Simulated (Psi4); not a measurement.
**CH4AlClO (SMILES C[O][AlH][Cl]) at 4 levels**

Aim: a comparison of 4 runs (BLYP/6-31G*, PBE/6-31G*, SVWN5/6-31G*, TPSS/6-31G*) of CH4AlClO. 

The calculation is run with Psi4 1.11.

26 further runs of the same task are left out: 26 that didn't finish.

**1. Starting point**

CH4AlClO: 8 atoms, total charge 0, spin state singlet. As SMILES, `C[O][AlH][Cl]`. Geometry: relaxed at PBE0-D4/def2-TZVP. This is one conformer, not always the lowest.

Bond lengths: C1–O2 1.400 Å, O2–Al3 1.672 Å, Al3–Cl4 2.097 Å, C1–H5 1.094 Å, C1–H6 1.096 Å, C1–H7 1.094 Å, Al3–H8 1.563 Å. Angles: C1–O2–Al3 136.5°, O2–Al3–Cl4 118.9°, O2–C1–H5 109.9°, O2–C1–H6 112.3°, O2–C1–H7 109.8°, O2–Al3–H8 119.8°, Cl4–Al3–H8 121.3°, H5–C1–H6 108.3°, H5–C1–H7 108.0°, H6–C1–H7 108.3°.

**2. The energy at BLYP/6-31G(d) (spherical functions) (run 1)**

Contents of ch4alclo.json:

```json
{
  "schema_name": "qcschema_input",
  "schema_version": 1,
  "molecule": {
    "schema_name": "qcschema_molecule",
    "schema_version": 2,
    "symbols": ["C", "O", "Al", "Cl", "H", "H", "H", "H"],
    "geometry": [0.24982179, 2.36329149, 0.49699797, 1.21944027, 0.09826576, -0.46487263, 0.19539768, -2.87181679, -0.80615716, -3.45630908, -3.79419211, 0.42405454, 0.22374357, 3.80288485, -0.9873819, -1.67524221, 2.14710682, 1.22832198, 1.45546706, 3.04737235, 2.03145558, 1.96153572, -4.90062676, -2.02748716],
    "molecular_charge": 0,
    "molecular_multiplicity": 1,
    "fix_symmetry": "c1",
    "fix_com": true,
    "fix_orientation": true
  },
  "driver": "energy",
  "model": {
    "method": "blyp",
    "basis": "6-31G*"
  },
  "keywords": {
    "puream": true,
    "e_convergence": 1e-09,
    "d_convergence": 1e-08,
    "scf_type": "pk",
    "dft_radial_points": 99,
    "dft_spherical_points": 590
  }
}
```

On the command line:

```
$ psi4 --qcschema ch4alclo.json -n 1 --memory 2200MB
```

stdout:

```text
[...]
  Running in c1 symmetry.
[...]
  Nuclear repulsion =  196.040773544781587
[...]
  Multiplicity = 1
[...]
  Nalpha       = 24
  Nbeta        = 24
[...]
    Number of basis functions: 72
[...]
   @RKS iter   1:  -818.03657516444900   -1.81072e-01   1.18443e-02 DIIS/ADIIS
[...]
   @RKS iter  13:  -818.38078062191698   -2.27374e-13   1.71383e-09 DIIS
[...]
    Orbital Energies [Eh]
    ---------------------
    Doubly Occupied:
       1A   -100.709979     2A    -55.470355     3A    -18.790295
       4A     -9.964252     5A     -9.156551     6A     -6.985246
       7A     -6.981339     8A     -6.980453     9A     -3.959382
      10A     -2.573224    11A     -2.569117    12A     -2.565520
      13A     -0.905673    14A     -0.726966    15A     -0.607740
      16A     -0.436092    17A     -0.394764    18A     -0.392993
      19A     -0.356725    20A     -0.301771    21A     -0.285497
      22A     -0.273601    23A     -0.248735    24A     -0.245146
[...]
  @RKS Final Energy:  -818.38078062191698
   => Energetics <=
    Nuclear Repulsion Energy =            196.0407735447815867
    One-Electron Energy =               -1520.4714730039522692
    Two-Electron Energy =                 568.5245437323258102
    DFT Exchange-Correlation Energy =     -62.4746248950721039
    Empirical Dispersion Energy =           0.0000000000000000
    VV10 Nonlocal Energy =                  0.0000000000000000
    Total Energy =                       -818.3807806219169834
[...]
 Multipole Moments:
 ------------------------------------------------------------------------------------
     Multipole            Electronic (a.u.)      Nuclear  (a.u.)        Total (a.u.)
 ------------------------------------------------------------------------------------
 L = 1.  Multiply by 2.5417464519 to convert [e a0] to [Debye]
 Dipole X            :         43.2392849          -42.9971275            0.2421574
 Dipole Y            :         83.2578308          -82.7722719            0.4855589
 Dipole Z            :          3.7889723           -3.7632006            0.0257717
 Magnitude           :                                                    0.5432052
[...]
```

The result, in JSON:

```text
{
 "driver": "energy",
 "model": {
  "method": "blyp",
  "basis": "6-31G*"
 },
 "success": true,
 "return_result": -818.380780621917,
 "properties": {
  "calcinfo_nbasis": 72,
  "calcinfo_nmo": 72,
  "calcinfo_nalpha": 24,
  "calcinfo_nbeta": 24,
  "calcinfo_natom": 8,
  "nuclear_repulsion_energy": 196.0407735447816,
  "return_energy": -818.380780621917,
  "scf_one_electron_energy": -1520.4714730039523,
  "scf_two_electron_energy": 568.5245437323258,
  "scf_xc_energy": -62.474624895072104,
  "scf_dipole_moment": [0.24215743224559816, 0.4855589498056361, 0.025771699096830414],
  "scf_total_energy": -818.380780621917,
  "scf_iterations": 13
 }
}
```

Run time: 15 s. Hardware: 1 thread of AMD EPYC 7R43 (Zen 3), shared host; peak memory 1 GiB.

**3. Energy and gradient at PBE/6-31G(d) (spherical functions) (run 2)**

Contents of ch4alclo.inp:

```
memory 2200 MB

molecule {
  C      0.132200     1.250600     0.263000
  O      0.645300     0.052000    -0.246000
  Al     0.103400    -1.519700    -0.426600
  Cl    -1.829000    -2.007800     0.224400
  H      0.118400     2.012400    -0.522500
  H     -0.886500     1.136200     0.650000
  H      0.770200     1.612600     1.075000
  H      1.038000    -2.593300    -1.072900
  symmetry c1
  no_reorient
  no_com
}

set {
  basis 6-31G*
  reference rks
  puream true
  e_convergence 1e-09
  d_convergence 1e-08
  scf_type pk
  dft_radial_points 99
  dft_spherical_points 590
}

result, w = gradient('pbe', return_wfn=True)
oeprop(w, 'DIPOLE', 'MAYER_INDICES', 'MULLIKEN_CHARGES', title='PBE')
print_variables()
```

On the command line:

```
$ psi4 ch4alclo.inp ch4alclo.out -n 1
```

ch4alclo.out (excerpt; [...] marks lines left out):

```text
[...]
  Running in c1 symmetry.
[...]
  Nuclear repulsion =  196.040773346777712
[...]
  Multiplicity = 1
[...]
  Nalpha       = 24
  Nbeta        = 24
[...]
    Number of basis functions: 72
[...]
   @RKS iter   1:  -817.64688713850353   -2.02506e-01   1.12128e-02 DIIS/ADIIS
[...]
   @RKS iter  12:  -817.95572293569739   -1.65983e-11   9.05152e-09 DIIS
[...]
  @RKS Final Energy:  -817.95572293569739
   => Energetics <=
    Nuclear Repulsion Energy =            196.0407733467777120
    One-Electron Energy =               -1520.4707126851335488
    Two-Electron Energy =                 568.5080200668983252
    DFT Exchange-Correlation Energy =     -62.0338036642399828
    Empirical Dispersion Energy =           0.0000000000000000
    VV10 Nonlocal Energy =                  0.0000000000000000
    Total Energy =                       -817.9557229356973949
[...]
  -Total Gradient:
     Atom            X                  Y                   Z
    ------   -----------------  -----------------  -----------------
       1        0.002398136070    -0.001810444472    -0.001425171603
       2       -0.012006612920    -0.007984427636     0.002805126606
       3        0.002269998623     0.012248712963     0.002191680410
       4        0.008110727878     0.002537052518    -0.002613819004
       5       -0.000019029580    -0.005405653904     0.005245859860
       6        0.006897811571    -0.000017860792    -0.002808297924
       7       -0.004403644346    -0.002730156814    -0.005497750045
       8       -0.003259223303     0.003149352204     0.002103715758
[...]
 Multipole Moments:
 ------------------------------------------------------------------------------------
     Multipole            Electronic (a.u.)      Nuclear  (a.u.)        Total (a.u.)
[...]
  Mulliken Charges: (a.u.)
   Center  Symbol    Alpha    Beta     Spin     Total
       1     C     3.12406  3.12406  0.00000 -0.24811
       2     O     4.25358  4.25358  0.00000 -0.50715
       3    AL     6.21940  6.21940  0.00000  0.56121
       4    CL     8.62667  8.62667  0.00000 -0.25335
       5     H     0.41751  0.41751  0.00000  0.16498
       6     H     0.41824  0.41824  0.00000  0.16353
       7     H     0.41749  0.41749  0.00000  0.16502
       8     H     0.52306  0.52306  0.00000 -0.04612
   Total alpha = 24.00000, Total beta = 24.00000, Total charge = -0.00000
[...]
```

Run time: 23 s. Hardware: 1 thread of AMD EPYC 7R43 (Zen 3), shared host; peak memory 1 GiB.

Run 3 isn't shown in full; the table further down has it.

**4. Energy and gradient at TPSS/6-31G(d) (spherical functions) (run 4)**

Contents of ch4alclo.xyz:

```xyz
8
CH4AlClO
C      0.132200     1.250600     0.263000
O      0.645300     0.052000    -0.246000
Al     0.103400    -1.519700    -0.426600
Cl    -1.829000    -2.007800     0.224400
H      0.118400     2.012400    -0.522500
H     -0.886500     1.136200     0.650000
H      0.770200     1.612600     1.075000
H      1.038000    -2.593300    -1.072900
```

Contents of run.py:

```python
import numpy as np
from ase.calculators.psi4 import Psi4
from ase.io import read

mol = read('ch4alclo.xyz')
calc = Psi4(atoms=mol, method='tpss', basis='6-31G*', memory='2200MB', num_threads=1, charge=0, multiplicity=1, label='psi4-calc')
calc.psi4.set_options({'puream': True, 'e_convergence': 1e-09, 'd_convergence': 1e-08, 'scf_type': 'pk', 'dft_radial_points': 99, 'dft_spherical_points': 590})
mol.calc = calc

forces = mol.get_forces()
print(f'energy: {mol.get_potential_energy():.6f} eV')
print('forces / eV A^-1')
print(np.round(forces, 5))
```

On the command line:

```
$ python run.py
```

psi4-calc.dat (excerpt; [...] marks lines left out):

```text
[...]
  Running in c1 symmetry.
[...]
  Nuclear repulsion =  196.040773346777712
[...]
  Multiplicity = 1
[...]
  Nalpha       = 24
  Nbeta        = 24
[...]
    Number of basis functions: 72
[...]
   @RKS iter   1:  -818.20246637548223   -2.71167e-01   1.08436e-02 ADIIS/DIIS
[...]
   @RKS iter  12:  -818.48532294765289   -6.59384e-12   4.63182e-09 DIIS
[...]
  @RKS Final Energy:  -818.48532294765289
   => Energetics <=
    Nuclear Repulsion Energy =            196.0407733467777120
    One-Electron Energy =               -1520.5430117638211414
    Two-Electron Energy =                 568.6114002659066955
    DFT Exchange-Correlation Energy =     -62.5944847965161912
    Empirical Dispersion Energy =           0.0000000000000000
    VV10 Nonlocal Energy =                  0.0000000000000000
    Total Energy =                       -818.4853229476528895
[...]
 Multipole Moments:
 ------------------------------------------------------------------------------------
     Multipole            Electronic (a.u.)      Nuclear  (a.u.)        Total (a.u.)
 ------------------------------------------------------------------------------------
 L = 1.  Multiply by 2.5417464519 to convert [e a0] to [Debye]
 Dipole X            :         -3.2880023            3.5374040            0.2494017
 Dipole Y            :         -6.6705834            7.1758341            0.5052507
 Dipole Z            :         -0.3703794            0.3982387            0.0278594
 Magnitude           :                                                    0.5641415
[...]
  -Total Gradient:
     Atom            X                  Y                   Z
    ------   -----------------  -----------------  -----------------
       1        0.005150240277    -0.009957761428    -0.004590551249
       2       -0.011397516277    -0.003379910574     0.003725798170
       3        0.000187580507     0.012217542307     0.003018471524
       4        0.007219304670     0.002413124135    -0.002287509129
       5       -0.000327703737    -0.002157810166     0.003028422409
       6        0.003223529960     0.000279031615    -0.001235610516
       7       -0.002616641184    -0.000767073268    -0.002578254171
       8       -0.001463404799     0.001318664439     0.000920596644
[...]
```

The script printed:

```text
energy: -22272.120078 eV
forces / eV A^-1
[[-0.26484  0.51205  0.23606]
 [ 0.58608  0.1738  -0.19159]
 [-0.00965 -0.62825 -0.15522]
 [-0.37123 -0.12409  0.11763]
 [ 0.01685  0.11096 -0.15573]
 [-0.16576 -0.01435  0.06354]
 [ 0.13455  0.03944  0.13258]
 [ 0.07525 -0.06781 -0.04734]]
```

Wall time 79 s (1 thread of AMD EPYC 7R43 (Zen 3), shared host); peak memory 1.2 GiB.

**5. All runs side by side**

```csv
run,level,task,properties,energy (Eh),dipole moment (D),HOMO energy (eV),LUMO energy (eV),wall time
1,BLYP/6-31G* (spherical functions),energy,–,-818.380781,1.38,-6.67,-1.27,15 s
2,PBE/6-31G* (spherical functions),gradient,"(dipole, mayer, mulliken)",-817.955723,1.39,-6.81,-1.41,23 s
3,SVWN5/6-31G* (spherical functions),gradient,–,-814.958432,1.41,-6.93,-1.60,17 s
4,TPSS/6-31G* (spherical functions),gradient,–,-818.485323,1.43,-6.96,-1.25,79 s
```

**6. Summary of results**

| quantity | value |
| --- | --- |
| run 4: total energy | -818.48532 Eh |
| run 4: dipole moment | 1.43 D |
| run 4: HOMO energy | -6.96 eV |
| run 4: LUMO energy | -1.25 eV |
| run 4: HOMO–LUMO gap | 5.71 eV |
| run 4: largest force on an atom | 0.647 eV/Å |

The dipole moment (its size) runs from 1.38 D (BLYP/6-31G*) to 1.43 D (TPSS/6-31G*). The HOMO–LUMO gap runs from 5.33 eV (SVWN5/6-31G*) to 5.71 eV (TPSS/6-31G*). Totals of different functionals can't be ranked against each other. All runs together took 2.2 min, the longest 79 s.
